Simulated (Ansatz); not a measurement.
# C2H7FSi2: the cost of one run

Method: the settings change from run to run; program: Ansatz 0.2.0, Gaussian basis.

### Step 1. The relaxed structure

An earlier PBE0-D4 in a triple-zeta def2 set relaxation fixed the geometry.

SMILES `F[SiH]1CC[SiH2]1`, 12 atoms, charge 0, spin multiplicity 1.

Atoms are counted from 1 here; the program's logs count them from 0.

Bond lengths: F1–Si2 1.609 Å, Si2–C3 1.889 Å, Si2–Si5 2.332 Å, Si2–H6 1.488 Å, C3–C4 1.555 Å, C3–H7 1.093 Å, C3–H8 1.097 Å, C4–Si5 1.910 Å, C4–H9 1.094 Å, C4–H10 1.092 Å, Si5–H11 1.491 Å, Si5–H12 1.488 Å. Angles: F1–Si2–C3 111.6°, F1–Si2–Si5 113.8°, F1–Si2–H6 106.0°, C3–Si2–Si5 77.1°, C3–Si2–H6 118.2°, Si5–Si2–H6 127.6°, Si2–C3–C4 98.9°, Si2–C3–H7 118.4°, Si2–C3–H8 107.3°, C4–C3–H7 114.5°, C4–C3–H8 110.1°, H7–C3–H8 107.1°, C3–C4–Si5 99.4°, C3–C4–H9 110.0°, C3–C4–H10 114.2°, Si5–C4–H9 108.3°, Si5–C4–H10 117.2°, H9–C4–H10 107.4° and more.

Coordinates:

```
F    -2.3777    0.4704    0.8463
Si   -1.3923    0.1881   -0.3937
C    -0.1574   -1.1860   -0.0012
C     0.9723   -0.3228    0.6292
Si    0.6359    1.3315   -0.2649
H    -2.2690    0.0258   -1.5846
H    -0.4903   -2.0211    0.6198
H     0.1777   -1.6070   -0.9568
H     0.7827   -0.1809    1.6975
H     1.9714   -0.7515    0.5281
H     1.3457    1.4065   -1.5734
H     0.8781    2.5919    0.4876
```

### Step 2. B3LYP5/def2-TZVPD

Set apart from the defaults: high accuracy.

in.yaml

```yaml
crystal:
  periodic: [false, false, false]
  atoms:
    - {symbol: F, position_ang: [-2.377653, 0.470400, 0.846328]}
    - {symbol: Si, position_ang: [-1.392280, 0.188122, -0.393673]}
    - {symbol: C, position_ang: [-0.157436, -1.185954, -0.001247]}
    - {symbol: C, position_ang: [0.972280, -0.322815, 0.629224]}
    - {symbol: Si, position_ang: [0.635909, 1.331500, -0.264856]}
    - {symbol: H, position_ang: [-2.269043, 0.025781, -1.584568]}
    - {symbol: H, position_ang: [-0.490336, -2.021111, 0.619801]}
    - {symbol: H, position_ang: [0.177721, -1.607020, -0.956800]}
    - {symbol: H, position_ang: [0.782691, -0.180857, 1.697459]}
    - {symbol: H, position_ang: [1.971388, -0.751549, 0.528145]}
    - {symbol: H, position_ang: [1.345667, 1.406469, -1.573396]}
    - {symbol: H, position_ang: [0.878090, 2.591934, 0.487585]}
basis:
  gaussian: {orbitals: def2-TZVPD}
hamiltonian: {xc: {name: B3LYP5}}
accuracy: high
```

Started as:

```sh
ansatz run in.yaml --threads 4 --pin off --events-out ev --progress --plain --max-ram 10444MiB
```

Q: Estimate wall time and peak memory on 4 threads of AMD EPYC 7R13, shared host.

About 15 s, with a peak of 2.1 GiB.
